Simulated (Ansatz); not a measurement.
# LiCo3Pt: the cost of one run

Method: DFT PBE, scalar-relativistic, plane waves, PAW, in Ansatz 0.2.0.

### Step 1. The starting structure

The structure is cubic, space group Pm-3m (No. 221). The conventional cell has a = 3.790 Å, b = 3.790 Å, c = 3.790 Å, α = 90.00°, β = 90.00°, γ = 90.00°. Around Li (site symmetry m-3m) lie 12 Co at 2.68 Å. Co (site symmetry 4/mmm) has 2 Pt at 1.89 Å in its first shell of neighbours. Pt (site symmetry m-3m) is surrounded by 6 Co at 1.89 Å.

As a file:

```cif
data_structure
_symmetry_space_group_name_H-M 'P 1'
_symmetry_Int_Tables_number 1
_cell_length_a 3.7897
_cell_length_b 3.7897
_cell_length_c 3.7897
_cell_angle_alpha 90.000
_cell_angle_beta 90.000
_cell_angle_gamma 90.000
_cell_volume 54.43
loop_
_atom_site_label
_atom_site_type_symbol
_atom_site_fract_x
_atom_site_fract_y
_atom_site_fract_z
_atom_site_occupancy
Li1 Li 0.00000 0.00000 0.00000 1
Co1 Co 0.00000 0.50000 0.50000 1
Co2 Co 0.50000 0.00000 0.50000 1
Co3 Co 0.50000 0.50000 0.00000 1
Pt1 Pt 0.50000 0.50000 0.50000 1
```

(A quick probe on a coarse mesh, which set the mesh and smearing, is not shown.)

### Step 3. A loose first relaxation

Contents of input.yaml:

```yaml
crystal:
  lattice:
    - [3.7897285002, 0.0, 0.0]
    - [0.0, 3.7897285002, 0.0]
    - [0.0, 0.0, 3.7897285002]
  atoms:
    - { symbol: Li, position: [0.0, 0.0, 0.0] }
    - { symbol: Co, position: [0.0, 0.5, 0.5] }
    - { symbol: Co, position: [0.5, 0.0, 0.5] }
    - { symbol: Co, position: [0.5, 0.5, 0.0] }
    - { symbol: Pt, position: [0.5, 0.5, 0.5] }
basis:
  ecutwfc: 420
kpoints:
  mp_grid: { grid: [4, 4, 4] }
hamiltonian:
  xc: pbe
scf:
  occupations: { method: gaussian, width: 0.1 }
  lower_state_search: "off"
output:
  forces: true
  stress: true
  eigenvalues: true
relax:
  adjacent_minimum: "off"
  f_tol: 0.04
  max_steps: 70
  cell: { stress_tol: 0.4 }
```

Command:

```
ansatz run input.yaml --threads 1 --pin off --max-ram 2560MiB --backend cpu --events-out ev --progress --plain --runs-dir out
```

**Question.** How long does this run take on 1 thread of Arm Neoverse V1, shared host, and how much memory does it need?

About 27 s, with a peak of 0.39 GiB.
